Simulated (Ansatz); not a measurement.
**CH5AlCl2O: basis-set convergence**

An exercise on one series of results from a longer session: the logs are not shown, and one member is left open.

Program: Ansatz 0.2.0, Gaussian basis. Level of theory: one geometry, several basis sets. These are calculated values, not measurements.

The runs, in order: PBE0-D4/def2-SVP; ωB97M-V/def2-SVP; PBE0-D4/def2-QZVPP; ωB97M-V/def2-QZVPP; the functionals' def2-TZVPP values are taken from earlier runs.

### The geometry

The geometry comes from an earlier relaxation with PBE0-D4 in a triple-zeta def2 set; it is a stationary point, not always the lowest conformer.

SMILES `[CH3][Al-]([OH2+])([Cl])[Cl]`, 10 atoms, charge 0, spin multiplicity 1.

Atoms are counted from 1 here; the program's logs count them from 0.

Bond lengths: C1–Al2 1.934 Å, C1–H6 1.093 Å, C1–H7 1.093 Å, C1–H8 1.094 Å, Al2–O3 1.979 Å, Al2–Cl4 2.138 Å, Al2–Cl5 2.138 Å, O3–H9 0.968 Å, O3–H10 0.968 Å. Angles: Al2–C1–H6 111.6°, Al2–C1–H7 111.6°, Al2–C1–H8 110.7°, H6–C1–H7 108.2°, H6–C1–H8 107.3°, H7–C1–H8 107.3°, C1–Al2–O3 108.6°, C1–Al2–Cl4 118.7°, C1–Al2–Cl5 118.7°, O3–Al2–Cl4 94.7°, O3–Al2–Cl5 94.7°, Cl4–Al2–Cl5 114.5°, Al2–O3–H9 108.2°, Al2–O3–H10 108.2°, H9–O3–H10 107.7°.

Geometry (Å):

```xyz
10
CH5AlCl2O
C    -1.5059   -0.5084    0.2822
Al    0.0576    0.2675   -0.5502
O     1.5958    0.0621    0.6776
Cl    0.9852   -0.7778   -2.1679
Cl    0.2097    2.3966   -0.6656
H    -1.7479   -0.0107    1.2253
H    -1.3663   -1.5738    0.4848
H    -2.3787   -0.4126   -0.3698
H     2.2853   -0.4367    0.2167
H     1.9484    0.9426    0.8697
```

Set-up of the first run:

Contents of in.yaml:

```yaml
crystal:
  periodic: [false, false, false]
  atoms:
    - {symbol: C, position_ang: [-1.505939, -0.508443, 0.282222]}
    - {symbol: Al, position_ang: [0.057627, 0.267496, -0.550212]}
    - {symbol: O, position_ang: [1.595834, 0.062092, 0.677577]}
    - {symbol: Cl, position_ang: [0.985200, -0.777762, -2.167859]}
    - {symbol: Cl, position_ang: [0.209709, 2.396645, -0.665552]}
    - {symbol: H, position_ang: [-1.747863, -0.010724, 1.225253]}
    - {symbol: H, position_ang: [-1.366349, -1.573827, 0.484782]}
    - {symbol: H, position_ang: [-2.378740, -0.412599, -0.369777]}
    - {symbol: H, position_ang: [2.285268, -0.436727, 0.216692]}
    - {symbol: H, position_ang: [1.948353, 0.942650, 0.869674]}
basis:
  gaussian: {orbitals: def2-SVP}
hamiltonian: {xc: pbe0, dispersion: d4}
output: {orbitals: {seedname: orbitals}}
```

Command:

```sh
ansatz run in.yaml --threads 4 --pin off --events-out ev --progress --plain --max-ram 10444MiB
```

Among the steps run: PBE0-D4 in def2-SVP; ωB97M-V in def2-SVP; PBE0-D4 in def2-QZVPP; ωB97M-V in def2-QZVPP.

One of the session's tables, all rows but one given; the rest of the session is left out.

It belongs to the step «Density functionals: the series». 

```
functional       basis  HOMO (eV)
   PBE0-D4    def2-SVP          ?
   PBE0-D4  def2-TZVPP      -8.19
   PBE0-D4  def2-QZVPP      -8.22
   ωB97M-V    def2-SVP     -10.25
   ωB97M-V  def2-TZVPP     -10.40
   ωB97M-V  def2-QZVPP     -10.44
```

Q: Estimate the row for PBE0-D4, def2-SVP from the others.

As computed: HOMO (eV): -8.06. In the column «HOMO (eV)» it is the highest.
